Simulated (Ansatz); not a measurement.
**FH4NO2Si: how energies converge with the basis set**

An exercise on one series of results from a longer session: the logs are not shown, and one member is left open.

Computed with Ansatz 0.2.0, Gaussian basis. Level: one geometry, several basis sets.

Levels to be run: PBE0-D4/def2-SVP; ωB97M-V/def2-SVP; PBE0-D4/def2-QZVPP; ωB97M-V/def2-QZVPP; the functionals' def2-TZVPP values are taken from earlier runs.

## The geometry

An earlier PBE0-D4 in a triple-zeta def2 set relaxation fixed the geometry.

SMILES `N[Si](O)(O)F`, 9 atoms, charge 0, spin multiplicity 1.

Atoms are counted from 1 here; the program's logs count them from 0.

Bond lengths: N1–Si2 1.687 Å, N1–H6 1.005 Å, N1–H7 1.006 Å, Si2–O3 1.629 Å, Si2–O4 1.629 Å, Si2–F5 1.593 Å, O3–H8 0.958 Å, O4–H9 0.958 Å. Angles: Si2–N1–H6 121.5°, Si2–N1–H7 120.8°, H6–N1–H7 112.4°, N1–Si2–O3 105.4°, N1–Si2–O4 110.7°, N1–Si2–F5 115.6°, O3–Si2–O4 115.7°, O3–Si2–F5 107.5°, O4–Si2–F5 102.2°, Si2–O3–H8 117.1°, Si2–O4–H9 116.2°.

The first run:

in.yaml

```yaml
crystal:
  periodic: [false, false, false]
  atoms:
    - {symbol: N, position_ang: [-0.604649, 0.416547, -1.168501]}
    - {symbol: Si, position_ang: [0.279448, 0.083059, 0.229062]}
    - {symbol: O, position_ang: [0.807689, -1.448107, 0.051696]}
    - {symbol: O, position_ang: [-0.615910, 0.372354, 1.558981]}
    - {symbol: F, position_ang: [1.554981, 1.005744, 0.473313]}
    - {symbol: H, position_ang: [-1.149137, 1.257047, -1.257558]}
    - {symbol: H, position_ang: [-0.316204, 0.050409, -2.059806]}
    - {symbol: H, position_ang: [1.589225, -1.699823, 0.545035]}
    - {symbol: H, position_ang: [-1.456843, -0.083531, 1.610679]}
basis:
  gaussian: {orbitals: def2-SVP}
hamiltonian: {xc: pbe0, dispersion: d4}
output: {orbitals: {seedname: orbitals}}
```

Steps of the session up to this table: PBE0-D4 in def2-SVP; ωB97M-V in def2-SVP; PBE0-D4 in def2-QZVPP; ωB97M-V in def2-QZVPP.

One of the session's tables, all rows but one given; the rest of the session is left out.

It belongs to the step «Density functionals: the series». 

```
functional       basis  HOMO (eV)  LUMO (eV)
   PBE0-D4    def2-SVP      -7.70       1.22
   PBE0-D4  def2-TZVPP      -8.00       0.54
   PBE0-D4  def2-QZVPP      -8.07       0.14
   ωB97M-V    def2-SVP     -10.13       2.85
   ωB97M-V  def2-TZVPP          ?          ?
   ωB97M-V  def2-QZVPP     -10.50       1.37
```

Estimate the missing values for ωB97M-V, def2-TZVPP.

The run gave: HOMO (eV): -10.43; LUMO (eV): 1.97. In the column «HOMO (eV)» it lies between ωB97M-V, def2-QZVPP (-10.50) and ωB97M-V, def2-SVP (-10.13).
